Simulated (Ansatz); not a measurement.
# BrCl3H2Sn: the cost of one run

Method: RKS B3LYP/def2-SVP, in Ansatz 0.2.0.

### Step 1. The structure to begin with

Bond lengths: Sn1–Cl3 2.410 Å, Sn1–Cl4 2.408 Å, Sn1–Cl5 2.408 Å, Sn1–Br6 2.890 Å. Angles: Cl3–Sn1–Cl4 109.5°, Cl3–Sn1–Cl5 109.5°, Cl3–Sn1–Br6 178.9°, Cl4–Sn1–Cl5 109.5°, Cl4–Sn1–Br6 70.0°, Cl5–Sn1–Br6 70.0°.

As a file:

```xyz
7

Sn    0.0000    0.0000    0.0000
H     0.0000    0.0000    2.0900
Cl    2.2726    0.0000   -0.8025
Cl   -1.1351    1.9666   -0.8025
Cl   -1.1351   -1.9666   -0.8025
Br   -2.7426    0.0000    0.9113
H    -1.0109    0.0000    2.1450
```

### Step 2. Pulling towards end A

Springs on the bonds that form and break draw the guess towards this end; the thresholds are loose.

Contents of input.yaml:

```yaml
crystal:
  periodic: [false, false, false]
  atoms:
    - { symbol: Sn, position_ang: [0.0, 0.0, 0.0] }
    - { symbol: H, position_ang: [0.0, 0.0, 2.09] }
    - { symbol: Cl, position_ang: [2.2726, 0.0, -0.8025] }
    - { symbol: Cl, position_ang: [-1.1351, 1.9666, -0.8025] }
    - { symbol: Cl, position_ang: [-1.1351, -1.9666, -0.8025] }
    - { symbol: Br, position_ang: [-2.7426, 0.0, 0.9113] }
    - { symbol: H, position_ang: [-1.0109, 0.0, 2.145] }
basis:
  gaussian: { orbitals: def2-SVP }
hamiltonian:
  xc: b3lyp
relax:
  f_tol: 0.15
  max_steps: 25
  restrain:
    - { distance: [0, 5], at: 3.79, k: 30.0 }
    - { distance: [6, 1], at: 1.86, k: 30.0 }
    - { distance: [0, 1], at: 1.74, k: 30.0 }
    - { distance: [6, 5], at: 1.55, k: 30.0 }
output:
  orbitals: {}
```

Launch:

```sh
ansatz run input.yaml --threads 4 --pin off --max-ram 5120MiB --backend cpu --events-out ev --progress --plain --runs-dir out
```

What time and memory should one allow on 4 threads of Arm Neoverse V1, shared host?

About 30 s, with a peak of 0.39 GiB.
